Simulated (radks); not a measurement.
# Valence configurations of In

The task here is to estimate one member of a computed series from the others.

Program: radks (a radial shooting solver on a logarithmic mesh, Libxc functionals) version 1. Level of theory: scalar-relativistic Kohn-Sham, r2SCAN, spin-polarised, spherical densities, finite nucleus; open shells are filled with parallel spins first. These are calculated values, not measurements, unless marked.

## What is computed

| Property | Result |
| --- | --- |
| element | indium (Z = 49) |
| charge | 0 |
| electrons | 49 |
| configuration | [Kr] 4d10 5s2 5p1 |
| nuclear rms radius | 4.6156 fm |
| others tried | 4d9 5s2 5p2; 4d10 5p3; 4d8 5s2 5p3; 4d9.5 5s2 5p1.5; 4d6 5s2 5p5; 4d9.5 5s1.5 5p2; 4d10 5s1 5p2; 4d8.5 5s2 5p2.5 |

Outer shells as boxes (Hund's rule):

In
```
[Kr] core
4d [↑↓][↑↓][↑↓][↑↓][↑↓]
5s [↑↓]
5p [↑ ][  ][  ]
```

Set-up of the first run:

Input:

```text
Z 49
configuration [Kr] 4d10 5s2 5p1
relativity scalar-relativistic
functional r2scan,r2scan
spin polarised
nucleus finite rms 4.6156 fm
c 137.035999084
```

Steps of the session up to this table: [Kr] 4d10 5s2 5p1.

One table of the session follows, with a row left open; its other results are not shown here.

It belongs to the step «[Kr] 4d10 5s2 5p1». From the orbitals of this run (lengths in bohr):

```
  level     <r>  outermost maximum (interpolated)  90 % within  nodes
  4p up  0.9236                             0.817         1.36      2
4p down  0.9236                             0.817         1.36      2
  4d up       ?                                 ?            ?      ?
4d down   1.177                             0.930         1.85      1
  5s up   2.660                              2.19         4.01      4
5s down   2.594                              2.16         3.88      4
  5p up   3.625                              2.85         5.61      3
5p down   3.292                              2.74         4.94      3
```

Estimate the missing values for 4d up.

**Answer.** <r>: 1.183; outermost maximum (interpolated): 0.930; 90 % within: 1.86; nodes: 1. In the column «<r>» it lies between 4d down (1.177) and 5s down (2.594).
